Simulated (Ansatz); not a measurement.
**HfO2: relaxing cell and atoms and single point**

The task, for HfO2: 2 runs in a chain (relaxing cell and atoms and single point).

Method: DFT PBE, scalar-relativistic, plane waves, PAW, and further levels as typed in the inputs, in Ansatz 0.2.0.

## (1) Starting point

The structure is cubic, space group Fm-3m (No. 225). The conventional cell has a = 5.032 Å, b = 5.032 Å, c = 5.032 Å, α = 90.00°, β = 90.00°, γ = 90.00°. Hf (site symmetry m-3m) has 8 O at 2.18 Å as nearest neighbours. O (site symmetry -43m) is surrounded by 4 Hf at 2.18 Å.

Structure file:

```xyz
3
Lattice="0.0000 2.5161 2.5161 2.5161 0.0000 2.5161 2.5161 2.5161 0.0000" Properties=species:S:1:pos:R:3 pbc="T T T"
Hf    0.0000    0.0000    0.0000
O     3.7741    3.7741    3.7741
O     1.2580    1.2580    1.2580
```

The structure rests on an entry of the Materials Project (structure only); cell or positions may have been set otherwise for this series.

## (2) Relaxing cell and atoms: HfO2, no spin

Contents of input.yaml:

```yaml
crystal:
  lattice:
    - [0.0, 2.51607961, 2.51607961]
    - [2.51607961, 0.0, 2.51607961]
    - [2.51607961, 2.51607961, 0.0]
  atoms:
    - { symbol: Hf, position: [0.0, 0.0, 0.0] }
    - { symbol: O, position: [0.75, 0.75, 0.75] }
    - { symbol: O, position: [0.25, 0.25, 0.25] }
scf:
  occupations: { method: fixed }
output:
  forces: true
  stress: true
  eigenvalues: true
hamiltonian:
  xc: pbe
kpoints:
  mp_grid: { grid: [6, 6, 6] }
relax:
  f_tol: 0.005
  max_steps: 60
  cell: { stress_tol: 0.05 }
```

Launch:

```console
$ ansatz run input.yaml --threads 8 --pin off --max-ram 16384MiB --backend cpu --events-out ev --progress --plain --runs-dir out
```

The log of the run:

```text
Warning: RAYON_NUM_THREADS=8 ignored (pool sized by the plan → 8); use --threads N
Engine: ansatz 0.2.0, x86_64-unknown-linux-gnu
Pseudopotentials: kind: paw
Pseudopotential: Hf, paw, valence charge 26, recommended cutoff 420 eV (normal), Hf.paw.azcp
Pseudopotential: O, paw, valence charge 6, recommended cutoff 420 eV (normal), O.paw.azcp
Functional definition: PBE
  parameter kappa = 0.804
  parameter beta = 0.06672455060314922
  exchange = pbe_x(kappa = kappa, mu = beta*pi^2/3)
  correlation = pbe_c(beta = beta)
Crystal: 3 atoms, lattice volume = 31.857 Å³
Basis set: ecut = 420 eV, 609 PW (Γ), exchange–correlation on 48×48×48 points (8 copies of the dense FFT grid, shifted against one another)
Bands: 23, of which v1, the nominal top of the filled ones, is band 19 counted from 1 (18 counted from 0)
Symmetry: 48 space group operations
Space group: Fm-3m (ITA 225), of the structure as read, at distance tolerance 3.2e-5 Å
k-points: 16 of 216
Non-local potential: Hf, projectors of the file, l = 0: 3, l = 1: 2, l = 2: 2, l = 3: 3
Non-local potential: O, projectors of the file, l = 0: 2, l = 1: 2, l = 2: 1
PAW form: soft (Blöchl's): semilocal exchange-correlation on the pseudo side does not see the compensation charge
PAW one-centre angular grid: Hf, 590 points (default); XC on 64 Gauss nodes
PAW one-centre angular grid: O, 110 points (default); XC on 64 Gauss nodes
Initial density: superposition of atomic densities (neutral atoms: chi_scale 0, normalization atom), corrected by the library's trained network
Initial wavefunctions: pseudopotential atomic-orbital guess
Functional: x = pbe(κ = 0.804, μ = 0.2195149727645171), c = pbe(β = 0.06672455060314922)
SCF iter   1: F=—  HF=-16861.369730 eV  |F-HF|=—  |Δ(HF+E_count)|=         —  Δρ=2.50e-3  dr2=1.37e-3  ethr=1.77e-3  ⟨swp⟩=4.0  Hψ=1199  notcnv=0  defer=30
preconditioner: auto → none  [insulator: Δε(μ)=3.858 eV  Ē_g=18.393 eV  n_scr=14 (ndim 8)  ℏωp=39.5 eV  f_vac=0.061  ε∞_Penn≈5.6]
SCF iter   2: F=—  HF=-16861.370675 eV  |F-HF|=—  |Δ(HF+E_count)|=   9.45e-4  Δρ=1.82e-3  dr2=6.77e-4  ethr=3.62e-6  ⟨swp⟩=2.1  Hψ=793  notcnv=0  defer=32
SCF iter   3: F=—  HF=-16861.370646 eV  |F-HF|=—  |Δ(HF+E_count)|=   2.89e-5  Δρ=7.48e-4  dr2=7.27e-5  ethr=1.78e-6  ⟨swp⟩=2.0  Hψ=600  notcnv=0  defer=32
SCF iter   4: F=—  HF=-16861.370770 eV  |F-HF|=—  |Δ(HF+E_count)|=   1.24e-4  Δρ=8.99e-5  dr2=1.65e-6  ethr=1.91e-7  ⟨swp⟩=2.0  Hψ=662  notcnv=0  defer=29
SCF iter   5: F=—  HF=-16861.370770 eV  |F-HF|=—  |Δ(HF+E_count)|=   1.32e-8  Δρ=5.17e-5  dr2=5.37e-7  ethr=4.34e-9  ⟨swp⟩=2.0  Hψ=666  notcnv=0  defer=30
SCF iter   6: F=—  HF=-16861.370770 eV  |F-HF|=—  |Δ(HF+E_count)|=   7.09e-8  Δρ=2.62e-5  dr2=1.05e-7  ethr=1.41e-9  ⟨swp⟩=2.2  Hψ=465  notcnv=0  defer=30
SCF iter   7: F=-16861.370770 eV  HF=-16861.370770 eV  |F-HF|=1.24e-8  |Δ(HF+E_count)|=   3.38e-8  Δρ=8.88e-6  dr2=2.00e-8  ethr=2.63e-10  ⟨swp⟩=7.1  Hψ=1716  notcnv=0
SCF 1 converged in 7 iterations: F = -16861.370770 eV  dr2 = 2.00e-8
relax step   1: F+E_penalty+E_count = -16861.37077008 eV  Δ(F+E_penalty+E_count) = +0.000e0 eV  max|allowed force component| = 1.542e-18 eV/Å  Δτ_max = 0.0000 Å  P = +10.339 GPa  Ω = 31.857 Å³  (7 SCF iters, dr2 threshold 1.00e-7 eV, accepted)
Crystal: 3 atoms, lattice volume = 33.261 Å³
Basis set: ecut = 420 eV, 645 PW (Γ), exchange–correlation on 48×48×48 points (8 copies of the dense FFT grid, shifted against one another)
Initial density: handed on by an earlier stage of this run
Initial wavefunctions: those handed on with the density
iter 1 solved again at ethr=2.79e-5 eV; its pass at ethr=3.10e-3 eV (dr2=1.06e-2 eV) is discarded
SCF iter   1: F=—  HF=-16861.402427 eV  |F-HF|=—  |Δ(HF+E_count)|=         —  Δρ=6.09e-3  dr2=1.05e-2  ethr=2.79e-5  ⟨swp⟩=1.6  Hψ=1734  notcnv=0  defer=11
preconditioner: auto → none  [insulator: Δε(μ)=3.718 eV  Ē_g=18.162 eV  n_scr=14 (ndim 8)  ℏωp=38.6 eV  f_vac=0.080  ε∞_Penn≈5.5]
SCF iter   2: F=—  HF=-16861.399971 eV  |F-HF|=—  |Δ(HF+E_count)|=   2.46e-3  Δρ=2.39e-3  dr2=1.87e-3  ethr=2.75e-5  ⟨swp⟩=2.2  Hψ=643  notcnv=0  defer=32
SCF iter   3: F=—  HF=-16861.399721 eV  |F-HF|=—  |Δ(HF+E_count)|=   2.50e-4  Δρ=1.42e-3  dr2=5.82e-4  ethr=4.91e-6  ⟨swp⟩=2.4  Hψ=621  notcnv=0  defer=32
SCF iter   4: F=—  HF=-16861.399648 eV  |F-HF|=—  |Δ(HF+E_count)|=   7.28e-5  Δρ=3.15e-4  dr2=1.59e-5  ethr=1.53e-6  ⟨swp⟩=2.0  Hψ=629  notcnv=0  defer=26
SCF iter   5: F=—  HF=-16861.399561 eV  |F-HF|=—  |Δ(HF+E_count)|=   8.65e-5  Δρ=1.39e-4  dr2=3.20e-6  ethr=4.17e-8  ⟨swp⟩=2.0  Hψ=568  notcnv=0  defer=1
SCF iter   6: F=-16861.399565 eV  HF=-16861.399565 eV  |F-HF|=7.67e-8  |Δ(HF+E_count)|=   3.60e-6  Δρ=1.76e-5  dr2=4.59e-8  ethr=7.89e-10  ⟨swp⟩=5.2  Hψ=2070  notcnv=0
SCF 2 converged in 6 iterations: F = -16861.399565 eV  dr2 = 4.59e-8
relax step   2: F+E_penalty+E_count = -16861.39956485 eV  Δ(F+E_penalty+E_count) = -2.879e-2 eV  max|allowed force component| = 3.855e-18 eV/Å  Δτ_max = 0.0000 Å  P = -1.551 GPa  Ω = 33.261 Å³  energy of the carried Pulay correction = -7.937e-3 eV  (6 SCF iters, dr2 threshold 3.00e-7 eV, accepted)
Crystal: 3 atoms, lattice volume = 33.071 Å³
iter 1 solved again at ethr=5.48e-7 eV; its pass at ethr=3.10e-3 eV (dr2=2.08e-4 eV) is discarded
SCF iter   1: F=—  HF=-16861.401727 eV  |F-HF|=—  |Δ(HF+E_count)|=         —  Δρ=7.86e-4  dr2=1.71e-4  ethr=5.48e-7  ⟨swp⟩=2.0  Hψ=1646  notcnv=0  defer=8
preconditioner: auto → none  [insulator: Δε(μ)=3.752 eV  Ē_g=18.215 eV  n_scr=14 (ndim 8)  ℏωp=38.7 eV  f_vac=0.062  ε∞_Penn≈5.5]
SCF iter   2: F=—  HF=-16861.401595 eV  |F-HF|=—  |Δ(HF+E_count)|=   1.32e-4  Δρ=3.04e-4  dr2=2.98e-5  ethr=4.50e-7  ⟨swp⟩=2.0  Hψ=608  notcnv=0  defer=29
SCF iter   3: F=—  HF=-16861.401590 eV  |F-HF|=—  |Δ(HF+E_count)|=   4.70e-6  Δρ=1.81e-4  dr2=9.19e-6  ethr=7.85e-8  ⟨swp⟩=2.0  Hψ=582  notcnv=0  defer=30
SCF iter   4: F=-16861.401589 eV  HF=-16861.401589 eV  |F-HF|=6.94e-8  |Δ(HF+E_count)|=   1.38e-6  Δρ=3.96e-5  dr2=2.48e-7  ethr=7.89e-10  ⟨swp⟩=6.6  Hψ=2121  notcnv=0
SCF 3 converged in 4 iterations: F = -16861.401589 eV  dr2 = 2.48e-7
relax step   3: F+E_penalty+E_count = -16861.40158897 eV  Δ(F+E_penalty+E_count) = -2.024e-3 eV  max|allowed force component| = 4.819e-18 eV/Å  Δτ_max = 0.0000 Å  P = -0.076 GPa  Ω = 33.071 Å³  energy of the carried Pulay correction = -6.883e-3 eV  (4 SCF iters, dr2 threshold 3.00e-7 eV, accepted)
Crystal: 3 atoms, lattice volume = 33.061 Å³
iter 1 solved again at ethr=2.19e-9 eV; its pass at ethr=3.10e-3 eV (dr2=8.32e-7 eV) is discarded
SCF iter   1: F=—  HF=-16861.401734 eV  |F-HF|=—  |Δ(HF+E_count)|=         —  Δρ=4.76e-5  dr2=7.25e-7  ethr=2.19e-9  ⟨swp⟩=2.0  Hψ=1636  notcnv=0
preconditioner: auto → none  [insulator: Δε(μ)=3.750 eV  Ē_g=18.214 eV  n_scr=14 (ndim 8)  ℏωp=38.7 eV  f_vac=0.062  ε∞_Penn≈5.5]
SCF iter   2: F=—  HF=-16861.401646 eV  |F-HF|=—  |Δ(HF+E_count)|=   8.77e-5  Δρ=2.65e-5  dr2=1.31e-7  ethr=1.91e-9  ⟨swp⟩=2.0  Hψ=672  notcnv=0
SCF iter   3: F=—  HF=-16861.401646 eV  |F-HF|=—  |Δ(HF+E_count)|=   5.44e-8  Δρ=1.05e-5  dr2=2.94e-8  ethr=3.45e-10  ⟨swp⟩=2.0  Hψ=627  notcnv=0
SCF iter   4: F=-16861.401646 eV  HF=-16861.401646 eV  |F-HF|=1.82e-10  |Δ(HF+E_count)|=   2.34e-8  Δρ=2.01e-6  dr2=5.45e-10  ethr=3.83e-11  ⟨swp⟩=5.0  Hψ=1608  notcnv=0
SCF 4 converged in 4 iterations: F = -16861.401646 eV  dr2 = 5.45e-10
relax step   4: F+E_penalty+E_count = -16861.40164602 eV  Δ(F+E_penalty+E_count) = -5.706e-5 eV  max|allowed force component| = 8.866e-18 eV/Å  Δτ_max = 0.0000 Å  P = -0.002 GPa  Ω = 33.061 Å³  energy of the carried Pulay correction = -6.829e-3 eV  (4 SCF iters, dr2 threshold 1.46e-8 eV, accepted)
Basis set: ecut = 420 eV, 645 PW (Γ), exchange–correlation on 50×50×50 points (8 copies of the dense FFT grid, shifted against one another)
Initial wavefunctions: pseudopotential atomic-orbital guess (no wavefunctions were taken with the density)
iter 1 solved again at ethr=7.06e-8 eV; its pass at ethr=3.10e-3 eV (dr2=2.68e-5 eV) is discarded
SCF iter   1: F=—  HF=-16861.409948 eV  |F-HF|=—  |Δ(HF+E_count)|=         —  Δρ=4.48e-4  dr2=9.16e-6  ethr=7.06e-8  ⟨swp⟩=3.1  Hψ=2228  notcnv=0  defer=32
preconditioner: auto → none  [insulator: Δε(μ)=3.751 eV  Ē_g=18.213 eV  n_scr=14 (ndim 8)  ℏωp=38.7 eV  f_vac=0.071  ε∞_Penn≈5.5]
SCF iter   2: F=—  HF=-16861.410097 eV  |F-HF|=—  |Δ(HF+E_count)|=   1.50e-4  Δρ=2.16e-4  dr2=4.38e-6  ethr=2.41e-8  ⟨swp⟩=2.0  Hψ=608  notcnv=0  defer=29
SCF iter   3: F=—  HF=-16861.410103 eV  |F-HF|=—  |Δ(HF+E_count)|=   5.51e-6  Δρ=1.18e-4  dr2=1.30e-6  ethr=1.15e-8  ⟨swp⟩=2.3  Hψ=622  notcnv=0  defer=1
SCF iter   4: F=—  HF=-16861.410106 eV  |F-HF|=—  |Δ(HF+E_count)|=   3.08e-6  Δρ=1.90e-5  dr2=3.32e-8  ethr=3.42e-9  ⟨swp⟩=2.0  Hψ=608  notcnv=0
SCF iter   5: F=—  HF=-16861.410106 eV  |F-HF|=—  |Δ(HF+E_count)|=   9.13e-8  Δρ=4.37e-6  dr2=1.72e-9  ethr=8.73e-11  ⟨swp⟩=2.0  Hψ=662  notcnv=0
SCF iter   6: F=—  HF=-16861.410106 eV  |F-HF|=—  |Δ(HF+E_count)|=   3.20e-9  Δρ=1.07e-6  dr2=1.47e-10  ethr=4.53e-12  ⟨swp⟩=2.0  Hψ=643  notcnv=0
SCF iter   7: F=-16861.410106 eV  HF=-16861.410106 eV  |F-HF|=3.64e-12  |Δ(HF+E_count)|=  1.35e-10  Δρ=1.50e-7  dr2=4.50e-12  ethr=1.00e-12  ⟨swp⟩=6.9  Hψ=2026  notcnv=0
SCF 5 converged in 7 iterations: F = -16861.410106 eV  dr2 = 4.50e-12
relax step   5: F+E_penalty+E_count = -16861.41010614 eV  Δ(F+E_penalty+E_count) = -8.460e-3 eV  max|allowed force component| = 9.637e-18 eV/Å  Δτ_max = 0.0000 Å  P = +0.405 GPa  Ω = 33.061 Å³  stress off target by 4.05e-1 GPa  SCF on the basis re-selected at this cell (its energy is not comparable with the rows above)  (7 SCF iters)
basis re-selected at this cell: Δ(F+E_penalty+E_count) = -8.460e-3 eV, ΔP = +0.407 GPa vs the last step (what re-selecting the basis moved, of the pressure what is left beyond the Pulay correction that the steps carried, after the strain that the cell walked since its last selection, with what the two solves' SCF thresholds leave and, on support functions, any second-order correction that the steps lacked; it is no measure of the basis error at this ecutwfc). The dense FFT grid was sized anew with the basis: this SCF ran on 25×25×25 points, the steps before it on 24×24×24, so part of this shift can come from that change (see relax.cell in the input reference). This SCF's stress stands 4.05e-1 GPa from its target on what of the cell is left free (relax.cell.stress_tol is 5.00e-2 GPa) and its largest allowed force component is 9.64e-18 eV/Å (relax.f_tol is 5.00e-3 eV/Å): not within both, so this SCF does not close the relaxation
Crystal: 3 atoms, lattice volume = 33.114 Å³
iter 1 solved again at ethr=4.44e-8 eV; its pass at ethr=3.10e-3 eV (dr2=1.69e-5 eV) is discarded
SCF iter   1: F=—  HF=-16861.409784 eV  |F-HF|=—  |Δ(HF+E_count)|=         —  Δρ=2.20e-4  dr2=1.36e-5  ethr=4.44e-8  ⟨swp⟩=2.0  Hψ=1632  notcnv=0
preconditioner: auto → none  [insulator: Δε(μ)=3.745 eV  Ē_g=18.206 eV  n_scr=14 (ndim 8)  ℏωp=38.7 eV  f_vac=0.071  ε∞_Penn≈5.5]
SCF iter   2: F=—  HF=-16861.409883 eV  |F-HF|=—  |Δ(HF+E_count)|=   9.87e-5  Δρ=8.93e-5  dr2=2.57e-6  ethr=3.59e-8  ⟨swp⟩=2.0  Hψ=608  notcnv=0
SCF iter   3: F=—  HF=-16861.409883 eV  |F-HF|=—  |Δ(HF+E_count)|=   3.88e-7  Δρ=5.16e-5  dr2=7.65e-7  ethr=6.75e-9  ⟨swp⟩=2.0  Hψ=583  notcnv=0
SCF iter   4: F=-16861.409883 eV  HF=-16861.409883 eV  |F-HF|=5.28e-9  |Δ(HF+E_count)|=   1.03e-7  Δρ=1.11e-5  dr2=2.00e-8  ethr=7.89e-10  ⟨swp⟩=6.3  Hψ=1715  notcnv=0
SCF 6 converged in 4 iterations: F = -16861.409883 eV  dr2 = 2.00e-8
relax step   6: F+E_penalty+E_count = -16861.40988261 eV  Δ(F+E_penalty+E_count) = +2.235e-4 eV  max|allowed force component| = 8.963e-18 eV/Å  Δτ_max = 0.0000 Å  P = +0.001 GPa  Ω = 33.114 Å³  energy of the carried Pulay correction = -2.909e-4 eV  (4 SCF iters, dr2 threshold 3.00e-7 eV, accepted)
iter 1 solved again at ethr=3.48e-8 eV; its pass at ethr=3.10e-3 eV (dr2=1.32e-5 eV) is discarded
SCF iter   1: F=—  HF=-16861.410228 eV  |F-HF|=—  |Δ(HF+E_count)|=         —  Δρ=2.89e-5  dr2=5.26e-8  ethr=3.48e-8  ⟨swp⟩=3.1  Hψ=2305  notcnv=0  defer=32
preconditioner: auto → none  [insulator: Δε(μ)=3.746 eV  Ē_g=18.207 eV  n_scr=14 (ndim 8)  ℏωp=38.7 eV  f_vac=0.071  ε∞_Penn≈5.5]
SCF iter   2: F=—  HF=-16861.410326 eV  |F-HF|=—  |Δ(HF+E_count)|=   9.74e-5  Δρ=1.32e-5  dr2=1.60e-8  ethr=1.38e-10  ⟨swp⟩=2.3  Hψ=681  notcnv=0  defer=28
SCF iter   3: F=—  HF=-16861.410326 eV  |F-HF|=—  |Δ(HF+E_count)|=   1.37e-8  Δρ=6.73e-6  dr2=3.69e-9  ethr=4.22e-11  ⟨swp⟩=2.0  Hψ=663  notcnv=0  defer=28
SCF iter   4: F=—  HF=-16861.410326 eV  |F-HF|=—  |Δ(HF+E_count)|=   5.02e-9  Δρ=2.35e-6  dr2=1.44e-9  ethr=9.72e-12  ⟨swp⟩=2.0  Hψ=608  notcnv=0  defer=28
SCF iter   5: F=-16861.410326 eV  HF=-16861.410326 eV  |F-HF|=2.91e-11  |Δ(HF+E_count)|=  1.35e-10  Δρ=3.75e-7  dr2=1.35e-11  ethr=1.00e-12  ⟨swp⟩=7.4  Hψ=2331  notcnv=0
SCF 7 converged in 5 iterations: F = -16861.410326 eV  dr2 = 1.35e-11
relax step   7: F+E_penalty+E_count = -16861.41032585 eV  Δ(F+E_penalty+E_count) = -4.432e-4 eV  max|allowed force component| = 1.002e-17 eV/Å  Δτ_max = 0.0000 Å  P = +0.008 GPa  Ω = 33.114 Å³  stress off target by 7.58e-3 GPa  SCF on the basis re-selected at this cell (its energy is not comparable with the rows above)  (5 SCF iters)
basis re-selected at this cell: Δ(F+E_penalty+E_count) = -4.432e-4 eV, ΔP = +0.007 GPa vs the last step (what re-selecting the basis moved, of the pressure what is left beyond the Pulay correction that the steps carried, after the strain that the cell walked since its last selection, with what the two solves' SCF thresholds leave and, on support functions, any second-order correction that the steps lacked; it is no measure of the basis error at this ecutwfc). This SCF's stress stands 7.58e-3 GPa from its target on what of the cell is left free (relax.cell.stress_tol is 5.00e-2 GPa) and its largest allowed force component is 1.00e-17 eV/Å (relax.f_tol is 5.00e-3 eV/Å): within both
SCF converged after 5 iterations
Free energy (F): -16861.410326 eV
Harris-Foulkes:  -16861.410326 eV  (|F-HF|=2.91e-11)
Internal energy: -16861.410326 eV  (E = F + TS)
E sigma→0 (E₀):  -16861.410326 eV
Fermi energy:    15.730233 eV
--- Per-component energies (eV) ---
  E_band       = 40.256711
  E_kinetic    = 770.767483
  E_local      = -5782.332776  (includes V_loc(G=0)·N_el)
  E_nonlocal   = -1147.447199
  E_hartree    = 2649.040552
  E_xc         = -447.581222
  E_vxc        = -454.596323  (∫ρ·V_xc dr)
  E_paw        = -7242.408078  (= ΣΔE_a)
  E_vpaw       = 1355.779318  (= ΣTr[D̂ρ^β])
  E_aug_tail   = 0.005008  (compensation charges beyond the density's cutoff)
  E_ewald      = -5661.454095
  E_smearing   = -0.000000  (= −TS)
  E_closure    = -0.000000  (closes the sum)
  Σ components = -16861.410326   (vs F -16861.410326, Δ=0.00e0)
--- Forces (eV/Å), atoms counted from 1 ---
  atom   1  Hf    -0.00000000     0.00000000     0.00000000
  atom   2  O      0.00000000     0.00000000     0.00000000
  atom   3  O     -0.00000000    -0.00000000    -0.00000000
  max |Σ_I F_I| component: 1.16e-18 eV/Å
--- Stress (GPa, compression-positive) ---
        0.007581      -0.000000      -0.000000
       -0.000000       0.007581      -0.000000
       -0.000000      -0.000000       0.007581
  P = ⅓ Tr σ = 0.0076 GPa (0.076 kbar)
--- Band table (eV; the first three rows and the last of 16) ---
  k-point 0: bands = ["-45.3790", "-13.9089", "-13.9089", "-13.9089", "-2.9430", "-0.1613", "4.7242", "4.7242", "4.7242", "4.7875", "4.7875", "4.7875", "4.9872", "10.4377", "10.4377", "10.4377", "15.1193", "15.1193", "15.1193", "19.5765", "19.5765", "21.3875", "25.9639"]
  k-point 1: bands = ["-45.3758", "-14.0172", "-13.9208", "-13.9208", "-2.6049", "-0.3892", "4.7292", "4.7292", "4.7310", "4.7787", "4.7787", "4.7878", "4.9176", "10.6962", "10.6962", "11.1436", "14.3717", "14.6694", "14.6694", "20.0118", "20.0118", "22.3352", "24.9548"]
  k-point 2: bands = ["-45.3694", "-14.2224", "-13.9445", "-13.9445", "-1.9685", "-0.7223", "4.7351", "4.7351", "4.7500", "4.7677", "4.7677", "4.7883", "4.8285", "11.2171", "11.2171", "12.4566", "13.1908", "14.0713", "14.0713", "20.3632", "20.3632", "22.4850", "25.0417"]
  k-point 15: bands = ["-45.3619", "-14.2667", "-14.1078", "-14.0275", "-1.1567", "-0.9828", "4.7474", "4.7529", "4.7534", "4.7563", "4.7595", "4.7684", "4.7900", "9.9207", "11.3768", "12.7205", "13.6585", "14.2767", "15.5803", "20.1355", "21.0074", "22.4067", "23.0801"]
--- Relaxed structure (5 steps of the walk, 5 accepted, 2 SCFs on fresh bases) ---
  F+E_penalty+E_count = -16861.41032585 eV   max|allowed force component| = 1.002e-17 eV/Å   (the final SCF, on the basis selected at the relaxed cell)
  cell:  # Å, volume = 33.1144 Å³
    - [-4.2673740775500554e-34, 2.54876023309956, 2.54876023309956]
    - [2.54876023309956, -3.948913325494083e-34, 2.54876023309956]
    - [2.54876023309956, 2.54876023309956, -9.553822561679232e-35]
  atoms:
    - { symbol: Hf, position: [-8.075415719446742e-34, 5.621764403403663e-34, 2.8246666612316743e-34] }
    - { symbol: O, position: [0.75, 0.75, 0.75] }
    - { symbol: O, position: [0.25, 0.25, 0.25] }
```

Run time: 1.1 s. Hardware: 8 threads of Intel Xeon 6975P-C (Granite Rapids), shared host; peak memory 0.4 GiB.

Step by step:

```csv
step,energy from step 1 (eV/cell),largest force component (eV/Å),pressure (GPa),volume (Å³)
1,0.0000,0.0000,10.34,31.86
2,-0.0288,0.0000,-1.55,33.26
3,-0.0308,0.0000,-0.08,33.07
4,-0.0309,0.0000,0.00,33.06
5,-0.0393,0.0000,0.40,33.06
6,-0.0391,0.0000,0.00,33.11
7,-0.0396,0.0000,0.01,33.11
```

Step 1 is the start. Steps 5, 7 each repeat the geometry before them on a plane-wave basis chosen anew, so the energy can jump there without any move.

Lengths and angles in the start's conventional setting:

|  | before | after | change |
| --- | --- | --- | --- |
| a (Å) | 5.032 | 5.098 | +1.3 % |
| b (Å) | 5.032 | 5.098 | +1.3 % |
| c (Å) | 5.032 | 5.098 | +1.3 % |
| volume (Å³/atom) | 10.62 | 11.04 | +3.9 % |
| shortest distance (Å) | 2.179 | 2.207 | +1.3 % |
| space group (0.01 Å) | Fm-3m | Fm-3m | same |

The run keeps the 48 symmetry operations of the start, so it could not have lowered the symmetry.

## (3) Single point: HSE06, mesh 4×4×4

It takes the final geometry of step 2.

Contents of input.yaml:

```yaml
crystal:
  lattice:
    - [0.0, 2.5487602331, 2.5487602331]
    - [2.5487602331, 0.0, 2.5487602331]
    - [2.5487602331, 2.5487602331, 0.0]
  atoms:
    - { symbol: Hf, position: [0.0, 0.0, 0.0] }
    - { symbol: O, position: [0.75, 0.75, 0.75] }
    - { symbol: O, position: [0.25, 0.25, 0.25] }
scf:
  occupations: { method: fixed }
output:
  eigenvalues: true
hamiltonian:
  xc: hse06
kpoints:
  mp_grid: { grid: [4, 4, 4] }
```

Launch:

```console
$ ansatz run input.yaml --threads 8 --pin off --max-ram 16384MiB --backend cpu --events-out ev --progress --plain --runs-dir out
```

The log of the run, cut to the lines that bear on the results:

```text
Warning: RAYON_NUM_THREADS=8 ignored (pool sized by the plan → 8); use --threads N
[...]
Pseudopotentials: kind: paw
Pseudopotential: Hf, paw, valence charge 26, recommended cutoff 420 eV (normal), Hf.paw.azcp
Pseudopotential: O, paw, valence charge 6, recommended cutoff 420 eV (normal), O.paw.azcp
Functional definition: HSE06
[...]
davidson cushion auto → on  (no smearing: the cushion is to keep the highest requested band from converging to the state above it; pin scf.eigensolver.cushion to override)
Crystal: 3 atoms, lattice volume = 33.114 Å³
Basis set: ecut = 420 eV, 645 PW (Γ)
Bands: 23, of which v1, the nominal top of the filled ones, is band 19 counted from 1 (18 counted from 0)
Symmetry: 48 space group operations
Space group: Fm-3m (ITA 225), of the structure as read, at distance tolerance 3.2e-5 Å
k-points: 8 of 64
[...]
Frozen-core exchange: fock
[...]
SCF 2 stopped early in 7 iterations: F = -16861.612694 eV  dr2 = 2.01e-5
hybrid outer 1: dexx = +2.045e-2 eV, tail = 1.13e-3 eV
[...]
Frozen-core exchange: fock
[...]
SCF iter   3: F=-16861.612169 eV  HF=-16861.612169 eV  |F-HF|=1.53e-8  |Δ(HF+E_count)|=   1.81e-7  Δρ=2.20e-5  dr2=4.29e-8  ethr=6.01e-11  ⟨swp⟩=3.0  Hψ=922  notcnv=0
[...]
hybrid outer 2: dexx = +3.298e-6 eV, tail = 2.37e-7 eV, Δε = 1.00e-2 eV (about 4.57e-4 eV left of the loop's levels)
hybrid SCF converged: 2 outer / 10 inner (+2 warm-up), last move |dexx| = 3.30e-6 eV, tail = 2.37e-7 eV
Stability not checked: this state was not tested for a lower state beside it, because the functional holds exact exchange (a hybrid, or Hartree-Fock), whose exchange loop this test does not read (fock_operator; see scf.lower_state_search)
Free energy (F): -16861.612169 eV
Frozen-core exchange: fock
[...]
E sigma→0 (E₀):  -16861.612169 eV
Fermi energy:    14.695237 eV
[...]
--- Band table (eV; the first three rows and the last of 8) ---
[... band rows left out ...]
[...]
```

It took 1.9 s on 8 threads of Intel Xeon 6975P-C (Granite Rapids), shared host; peak memory 0.67 GiB.

## (4) Summary of results

```
step  level  k mesh  volume (Å³/atom)  pressure (GPa)  energy (eV)  gap on the mesh (eV)   time
   2    PBE   6×6×6             11.04             0.0   -16861.410                  3.75  1.1 s
   3  HSE06   4×4×4             11.04             n/a   -16861.612                  5.34  1.9 s
```

Totals of different systems or levels have different zeros; only balanced differences at one level mean anything.

```
                           quantity                                                                      value
relaxed cell, step 2 (conventional)  a = 5.098 Å, b = 5.098 Å, c = 5.098 Å, α = 90.00°, β = 90.00°, γ = 90.00°
```

**Reading.** Spin-orbit coupling is left out, which matters for the bands of Hf.
